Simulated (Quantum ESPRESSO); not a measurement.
# Cu4Au3 in Quantum ESPRESSO: further runs, part 2 of 2

Quantum ESPRESSO 7.5. The steps go on from the part before.

## Step 3: Work function, LDA

pw.in

```
&CONTROL
  calculation = 'scf'
  prefix = 'pwscf'
  outdir = './tmp'
  pseudo_dir = './pseudo'
  tprnfor = .true.
  disk_io = 'low'
/
&SYSTEM
  ibrav = 0
  celldm(1) = 8
  nat = 7
  ntyp = 2
  ecutwfc = 54
  ecutrho = 324
  nbnd = 70
  occupations = 'smearing'
  smearing = 'mv'
  degauss = 0.00734986
/
&ELECTRONS
  conv_thr = 7d-09
  electron_maxstep = 150
  mixing_beta = 0.3
  mixing_mode = 'local-TF'
  tqr = .true.
/
ATOMIC_SPECIES
Cu    63.5460 Cu.LDA_PW-JTH.UPF
Au   196.9666 Au.LDA_PW-JTH.UPF
CELL_PARAMETERS alat
  0.6614041436190   0.0000000000000   0.0000000000000
  0.0000000000000   0.6614041436190   0.0000000000000
  0.0000000000000   0.0000000000000   6.1439720626895
ATOMIC_POSITIONS crystal
Cu     0.5000000000    0.5000000000    0.2883506344
Au     0.0000000000    0.0000000000    0.3589004229
Cu     0.5000000000    0.5000000000    0.4294502115
Au     0.0000000000    0.0000000000    0.5000000000
Cu     0.5000000000    0.5000000000    0.5705497885
Au     0.0000000000    0.0000000000    0.6410995771
Cu     0.5000000000    0.5000000000    0.7116493656
K_POINTS automatic
9 9 1 0 0 0
```

pp_density.in

```
&INPUTPP
  prefix = 'pwscf'
  outdir = './tmp'
  filplot = 'density.dat'
  plot_num = 0
/
&PLOT
  nfile = 1
  filepp(1) = 'density.dat'
  iflag = 3
  output_format = 6
  fileout = 'density.cube'
/
```

pp_potential.in

```
&INPUTPP
  prefix = 'pwscf'
  outdir = './tmp'
  filplot = 'potential.dat'
  plot_num = 11
/
&PLOT
  nfile = 1
  filepp(1) = 'potential.dat'
  iflag = 3
  output_format = 6
  fileout = 'potential.cube'
/
```

Potentials or basis: JTH 2.0 LDA.

Run with:

```
$ OMP_NUM_THREADS=1 mpirun -n 2 pw.x -nk 2 -in pw.in > pw.out
$ OMP_NUM_THREADS=1 mpirun -n 1 pp.x -in pp_density.in > pp_density.out
$ OMP_NUM_THREADS=1 mpirun -n 1 pp.x -in pp_potential.in > pp_potential.out
```

pw.out:

```text
This program is part of the open-source Quantum ESPRESSO suite
     for quantum simulation of materials; please cite
         "P. Giannozzi et al., J. Phys.:Condens. Matter 21 395502 (2009);
         "P. Giannozzi et al., J. Phys.:Condens. Matter 29 465901 (2017);
         "P. Giannozzi et al., J. Chem. Phys. 152 154105 (2020);
     in publications or presentations arising from this work. More details at

     file Cu.LDA_PW-JTH.UPF: wavefunction(s)  3S 3P 0P 3D 0D renormalized
     file Au.LDA_PW-JTH.UPF: wavefunction(s)  6S 0S 6P 0P 5D 0D renormalized
     Message from routine setup:
     using ibrav=0 with symmetry is DISCOURAGED, use correct ibrav instead

     K-points division:     npool     =       2
     Subspace diagonalization in iterative solution of the eigenvalue problem:
     a serial algorithm will be used

     G-vector sticks info
     --------------------
     sticks:   dense  smooth     PW     G-vecs:    dense   smooth      PW
     Sum         725     489    145               135493    73901   12351

     Using Slab Decomposition

     bravais-lattice index     =            0
     lattice parameter (alat)  =       8.0000  a.u.
     unit-cell volume          =    1376.1096 (a.u.)^3
     number of atoms/cell      =            7
     number of atomic types    =            2
     number of electrons       =       109.00
     number of Kohn-Sham states=           70
     kinetic-energy cutoff     =      54.0000  Ry
     charge density cutoff     =     324.0000  Ry
     scf convergence threshold =      7.0E-09
     mixing beta               =       0.3000
     number of iterations used =            8  local-TF  mixing
     Exchange-correlation= SLA PW NOGX NOGC
                           (   1   4   0   0   0   0   0)

     celldm(1)=   8.000000  celldm(2)=   0.000000  celldm(3)=   0.000000
     celldm(4)=   0.000000  celldm(5)=   0.000000  celldm(6)=   0.000000

     crystal axes: (cart. coord. in units of alat)
               a(1) = (   0.661404   0.000000   0.000000 )
               a(2) = (   0.000000   0.661404   0.000000 )
               a(3) = (   0.000000   0.000000   6.143972 )

     reciprocal axes: (cart. coord. in units 2 pi/alat)
               b(1) = (  1.511935  0.000000  0.000000 )
               b(2) = (  0.000000  1.511935  0.000000 )
               b(3) = (  0.000000  0.000000  0.162761 )
[... 65 lines left out ...]

     Smooth grid:    73901 G-vectors     FFT dimensions: (  25,  25, 240)
     Real space treatment of Q(r)

     Check: negative core charge=   -0.000001

     Initializing real-space augmentation for DENSE grid
     Message from routine real_space_q:
     integrated real space q too different from target q
     Largest difference:   0.000058 for atom type # 2

     Initial potential from superposition of free atoms

     starting charge     108.9990, renormalised to     109.0000

     negative rho (up, down):  1.307E-03 0.000E+00
     Starting wfcs are  126 randomized atomic wfcs
     Checking if some PAW data can be deallocated...

     Self-consistent Calculation

     iteration #  1     ecut=    54.00 Ry     beta= 0.30
     Davidson diagonalization with overlap
     ethr =  1.00E-02,  avg # of iterations =  8.5

     Threshold (ethr) on eigenvalues was too large:
     Diagonalizing with lowered threshold

     Davidson diagonalization with overlap
     ethr =  8.04E-04,  avg # of iterations =  3.0

     negative rho (up, down):  2.138E-03 0.000E+00
[... 139 lines left out ...]
     iteration # 17     ecut=    54.00 Ry     beta= 0.30
     Davidson diagonalization with overlap
     ethr =  8.94E-12,  avg # of iterations =  3.5

     negative rho (up, down):  1.612E-03 0.000E+00

     End of self-consistent calculation

          k = 0.0000 0.0000 0.0000 (  9211 PWs)   bands (ev):

  -105.4759-105.4759-104.9996-104.9996 -63.3111 -63.3108 -63.2958 -63.2958
   -63.2957 -63.2957 -62.8414 -62.8414 -62.8414 -62.8414 -62.8116 -62.8116
    -3.7047  -3.0808  -2.3912  -0.6520  -0.5204  -0.4530  -0.4259  -0.1929
     0.4323   0.5637   1.9657   1.9657   2.1356   2.1356   2.2513   2.2513
     2.8385   3.0190   3.0415   3.1801   3.2013   3.2567   3.3484   3.3575
     3.6581   3.8046   3.8046   3.8330   3.9987   4.0901   4.1316   4.1540
     4.1540   4.2331   4.4995   4.4995   4.5559   4.5587   4.5935   4.5935
     5.2388   6.8580   7.7826  10.2890  10.8677  11.7088  13.1703  14.3918
    16.2622  16.4695  16.4695  16.6013  17.5224  17.5224
[... 159 lines left out ...]
  -105.4735-105.4735-104.9972-104.9972 -63.3129 -63.3129 -63.3129 -63.3129
   -63.3080 -63.3078 -62.8586 -62.8586 -62.8585 -62.8585 -62.8086 -62.8086
    -1.0389  -0.8120  -0.6439   0.1628   0.1787   0.2465   0.2515   0.2776
     0.2929   0.5576   1.1873   2.0623   2.7902   2.8595   2.8957   3.2886
     3.3505   3.6219   3.7171   3.9292   3.9366   4.0770   4.1467   4.2219
     4.2482   4.2753   4.2896   4.3296   4.3444   4.4014   4.4474   4.4660
     4.4955   4.7305   4.7522   6.3721   7.5101   7.6320   8.7929   8.8027
    10.3229  10.5637  11.2896  11.6844  11.7123  12.4824  12.5710  12.9769
    12.9872  13.1034  13.3719  13.7033  13.8965  15.1763

     the Fermi energy is     6.1834 ev

!    total energy              =   -4189.54090222 Ry
     total all-electron energy =     -4189.540902 Ry
     estimated scf accuracy    <          3.3E-09 Ry
     smearing contrib. (-TS)   =      -0.00033663 Ry
     internal energy E=F+TS    =   -4189.54056559 Ry

     The total energy is F=E-TS. E is the sum of the following terms:
     one-electron contribution =  -11703.88504852 Ry
     hartree contribution      =    5672.54611952 Ry
     xc contribution           =    -157.63966771 Ry
     ewald contribution        =    4233.56809353 Ry
     one-center paw contrib.   =   -2234.13006242 Ry

     convergence has been achieved in  17 iterations

     negative rho (up, down):  1.612E-03 0.000E+00

     Forces acting on atoms (cartesian axes, Ry/au):

     atom    1 type  1   force =     0.00000000    0.00000000    0.02518894
     atom    2 type  2   force =     0.00000000    0.00000000   -0.01275647
     atom    3 type  1   force =     0.00000000    0.00000000    0.00211195
     atom    4 type  2   force =     0.00000000    0.00000000    0.00000000
     atom    5 type  1   force =     0.00000000    0.00000000   -0.00211195
     atom    6 type  2   force =     0.00000000    0.00000000    0.01275647
     atom    7 type  1   force =     0.00000000    0.00000000   -0.02518894

     Total force =     0.040042     Total SCF correction =     0.000220

=------------------------------------------------------------------------------=
   JOB DONE.
=------------------------------------------------------------------------------=
```

pp_potential.out:

```text
This program is part of the open-source Quantum ESPRESSO suite
     for quantum simulation of materials; please cite
         "P. Giannozzi et al., J. Phys.:Condens. Matter 21 395502 (2009);
         "P. Giannozzi et al., J. Phys.:Condens. Matter 29 465901 (2017);
         "P. Giannozzi et al., J. Chem. Phys. 152 154105 (2020);
     in publications or presentations arising from this work. More details at

     file Cu.LDA_PW-JTH.UPF: wavefunction(s)  3S 3P 0P 3D 0D renormalized
     file Au.LDA_PW-JTH.UPF: wavefunction(s)  6S 0S 6P 0P 5D 0D renormalized

     IMPORTANT: XC functional enforced from input :
     Exchange-correlation= PW
                           (   1   4   0   0   0   0   0)
     Any further DFT definition will be discarded
     Please, verify this is what you really want

     G-vector sticks info
     --------------------
     sticks:   dense  smooth     PW     G-vecs:    dense   smooth      PW
     Sum         725     489    145               135493    73901   12351

     Using Slab Decomposition

     Check: negative core charge=   -0.000001

     Initializing real-space augmentation for DENSE grid
     Message from routine real_space_q:
     integrated real space q too different from target q
     Largest difference:   0.000058 for atom type # 2

     negative rho (up, down):  1.612E-03 0.000E+00

     Calling punch_plot, plot_num =  11
     Writing data to file  potential.dat
     Reading data from file  potential.dat

     Writing data to be plotted to file potential.cube
     Plot Type: 3D                     Output format: Gaussian cube

=------------------------------------------------------------------------------=
   JOB DONE.
=------------------------------------------------------------------------------=
```

Wall time 2 min (2 MPI ranks of Intel Xeon 6975P-C (Granite Rapids), shared host); peak memory 0.76 GiB.

What came out:

- Free energy: -57001.6078 eV
- Largest force: 0.648 eV/Å
- Band gap on the k mesh: none (metal or under the smearing width)
- Work function of the upper face: 4.69 eV
- Work function of the lower face: 4.69 eV

Forces on the atoms (eV/Å):
```
Cu   0.000  0.000  0.648
Au   0.000  0.000 -0.328
Cu   0.000  0.000  0.054
Au   0.000  0.000  0.000
Cu   0.000  0.000 -0.054
Au   0.000  0.000  0.328
Cu   0.000  0.000 -0.648
```

Levels at points of the mesh, in eV from the Fermi level:
```csv
k point,band 53,band 54,band 55,band 56,band 57,band 58
"(0.00, 0.00, 0.00)",-1.63,-1.62,-1.59,-1.59,-0.94,0.67
```

Caveat: real space augmentation costs some meV and hundredths of eV per Å.
